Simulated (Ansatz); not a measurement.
# GeOs3 (element-swapped structure): how the settings move a single-point run

How sensitive is a single-point run of GeOs3 (element-swapped structure) to its settings? A reference run comes first, then four runs with altered input.

Computed with Ansatz 0.2.0 (reference: DFT LDA, plane waves, PAW, scalar-relativistic, no spin polarisation, unless a step's input says otherwise).

## (1) The system as given

It takes space group Pmmn (No. 59, orthorhombic). The conventional cell has a = 4.283 Å, b = 5.327 Å, c = 4.507 Å, α = 90.00°, β = 90.00°, γ = 90.00°. Ge (site symmetry mm2) is surrounded by 12 Os at 2.61 to 2.66 Å. Around Os (site symmetry m) lie 4 Ge at 2.61 to 2.63 Å and 8 Os at 2.61 to 2.66 Å. Os (site symmetry mm2) is surrounded by 8 Os at 2.61 to 2.63 Å and 4 Ge at 2.63 to 2.66 Å.

Coordinates:

```
Ge Os
1.0
     5.32716    0.00000    0.00000
     0.00000    4.28264    0.00000
     0.00000    0.00000    4.50668
Ge Os
2 6
Direct
  0.00000 0.00000 0.33000
  0.50000 0.50000 0.67000
  0.25000 0.00000 0.83300
  0.75000 0.00000 0.83300
  0.75000 0.50000 0.16700
  0.25000 0.50000 0.16700
  0.00000 0.50000 0.67000
  0.50000 0.00000 0.33000
```

## (2) The reference run

Contents of input.yaml:

```yaml
crystal:
  lattice:
    - [5.32715924, 0.0, 0.0]
    - [0.0, 4.28263783, 0.0]
    - [0.0, 0.0, 4.50667734]
  atoms:
    - { symbol: Ge, position: [0.0, 0.0, 0.33] }
    - { symbol: Ge, position: [0.5, 0.5, 0.67] }
    - { symbol: Os, position: [0.25, 0.0, 0.833] }
    - { symbol: Os, position: [0.75, 0.0, 0.833] }
    - { symbol: Os, position: [0.75, 0.5, 0.167] }
    - { symbol: Os, position: [0.25, 0.5, 0.167] }
    - { symbol: Os, position: [0.0, 0.5, 0.67] }
    - { symbol: Os, position: [0.5, 0.0, 0.33] }
  symmetry: { tolerance: 0.0003 }
kpoints:
  mp_grid: { grid: [4, 4, 4], shift: [0, 0, 0] }
magnetization:
  spin_polarized: false
scf:
  occupations: { method: fermi_dirac }
hamiltonian:
  pseudopotentials: { kind: paw }
  xc: lda
basis:
  ecutwfc: 420
output:
  forces: true
  stress: true
  eigenvalues: true
```

On the command line:

```sh
> ansatz run input.yaml --threads 1 --pin off --max-ram 2560MiB --backend cpu --events-out ev --progress --plain --runs-dir out
```

## (3) Variant: scf.algorithm direct_min

input.yaml: that of step 2 with these lines changed.

```diff
@@ -21,2 +21,3 @@
   occupations: { method: fermi_dirac }
+  algorithm: direct_min
 hamiltonian:
```

## (4) Changing settings: lower_state_search standard

input.yaml: that of step 2 with these lines changed.

```diff
@@ -21,2 +21,3 @@
   occupations: { method: fermi_dirac }
+  lower_state_search: standard
 hamiltonian:
```

## (5) Changing settings: eigensolver.kind davidson, n_extra_bands 16

input.yaml: that of step 2 with these lines changed.

```diff
@@ -21,2 +21,4 @@
   occupations: { method: fermi_dirac }
+  eigensolver: { kind: davidson }
+  n_extra_bands: 16
 hamiltonian:
```

## (6) Changing settings: xc r2scan, accuracy high

input.yaml: that of step 2 with these lines changed.

```diff
@@ -23,3 +23,3 @@
   pseudopotentials: { kind: paw }
-  xc: lda
+  xc: r2scan
 basis:
@@ -30 +30,2 @@
   eigenvalues: true
+accuracy: high
```

**Question.** What will these runs give? Wanted: for each run, ending; energy change; pressure; gap; force.

As calculated:

```
                                           run     ending   energy change  pressure (GPa)  gap (eV)  force (eV/Å)  cycles   time
                                     reference  converged               0            29.3      0.00          0.83       7  7.9 s
                   1: scf.algorithm direct_min  converged    0.0 meV/atom            29.3      0.00          0.83       6   47 s
                2: lower_state_search standard  converged    0.0 meV/atom            29.3      0.00          0.83       7  9.1 s
3: eigensolver.kind davidson, n_extra_bands 16  converged    0.0 meV/atom            29.3      0.00          0.83       7   14 s
                   4: xc r2scan, accuracy high  converged  not comparable            39.5      0.00          0.98      10   20 s
```

Residual by cycle in the longest SCF loop of each run; runs are numbered as in the table. The quantity is the density residual dr2, in eV.

```
cycle  reference   run 1    run 2    run 3    run 4
    1     0.0852  0.0846   0.0852   0.0846     0.16
    2     0.0257   0.022   0.0257   0.0267   0.0407
    3    0.00121  0.0026  0.00121  0.00111    0.015
    4     1.5e-4  2.2e-5   1.5e-4   1.4e-4   4.4e-4
    5     4.7e-6  5.4e-7   4.7e-6   6.4e-6   9.3e-5
    6     3.3e-7  2.0e-8   3.3e-7   2.3e-7   4.8e-6
    7     1.2e-8       -   1.2e-8   1.2e-8   2.4e-7
    8          -       -        -        -   2.8e-8
    9          -       -        -        -   2.0e-9
   10          -       -        -        -  9.5e-11
```

Of the converged runs whose energies compare with the reference's, none moves it noticeably. Run 4 ran under the cutoff that the potentials recommend, as the log warns, so basis error is mixed into its values. Of the variants the dearest is «scf.algorithm direct_min» (47 s), the cheapest «lower_state_search standard» (9.1 s), on a shared host. The structure is not at rest: the sound run finds 29 GPa, so these are no properties of the relaxed crystal. The reference has no spin polarisation; with Os present, a magnetic state may lie lower.

Caveats on the reference run: its mesh is coarse for a cell with so small a gap or none; the structure is made up and not relaxed.
